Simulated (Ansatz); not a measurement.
## BClH4OSSi, SMILES [SiH3]OB(S)Cl: a rigid torsion scan, step by step

Computed with the Ansatz DFT code, driven from Python.

Run as a notebook:

```python
import ansatz as az
from ase import Atoms
```

```python
BASIS_SET = '6-31G*'
FUNCTIONAL = 'hf'
FMAX = 0.02
```

```python
atoms = Atoms(['Si', 'O', 'B', 'S', 'Cl', 'H', 'H', 'H', 'H'], positions=[
    (0.994, 0.1562, 0.9603),
    (0.7851, 0.6703, -0.7005),
    (-0.6239, 0.3665, -1.0916),
    (-0.9269, -1.2726, -1.8971),
    (-1.8977, 1.6508, -0.9492),
    (2.3073, 0.5242, 1.4081),
    (0.0137, 0.9444, 1.7884),
    (0.7557, -1.2293, 1.0799),
    (-1.3187, -1.8569, -0.6153),
])
```

```python
# relax first, so that the scan starts from a minimum
first = (
    az.Crystal.molecule_from_ase(atoms).calculation()
    .basis(gaussian=BASIS_SET)
    .functional(FUNCTIONAL)
    .relax(force_tolerance=FMAX, max_steps=80)
)
atoms.positions = first.run().report['positions_ang']

start = atoms.get_dihedral(0, 1, 2, 3)
energies = {}
for turn in range(0, 360, 30):
    turned = atoms.copy()
    turned.set_dihedral(0, 1, 2, 3, start + turn, indices=[2, 3, 4, 8])
    job = az.Crystal.molecule_from_ase(turned).calculation().basis(gaussian=BASIS_SET).functional(FUNCTIONAL)
    energies[round((start + turn) % 360)] = job.run().report['free_energy_ev']
floor = min(energies.values())
print('dihedral Si0-O1-B2-S3 (deg)   E - E(min) (kJ/mol)')
for angle, e in sorted(energies.items()):
    print(f'{angle:8d} {96.485332 * (e - floor):14.3f}  ' + '#' * int(30 * (e - floor) / max(max(energies.values()) - floor, 1e-9)))
```

    dihedral Si0-O1-B2-S3 (deg)   E - E(min) (kJ/mol)
           1          4.544  ##############
          31          5.945  ##################
          61          8.657  ###########################
          91          9.389  #############################
         121          6.015  ###################
         151          1.596  #####
         181          0.000
         211          1.833  #####
         241          6.387  ####################
         271          9.461  ##############################
         301          8.434  ##########################
         331          5.754  ##################

The scan is rigid and the energies are electronic, in a modest basis. With rigid groups the curve can differ much from the relaxed path, the start wasn't checked as a minimum of this torsion, and equivalent turns needn't return to the same energy. Finished in 96 s on 1 thread of Arm Neoverse V1 (shared host), peak memory 0.27 GiB.
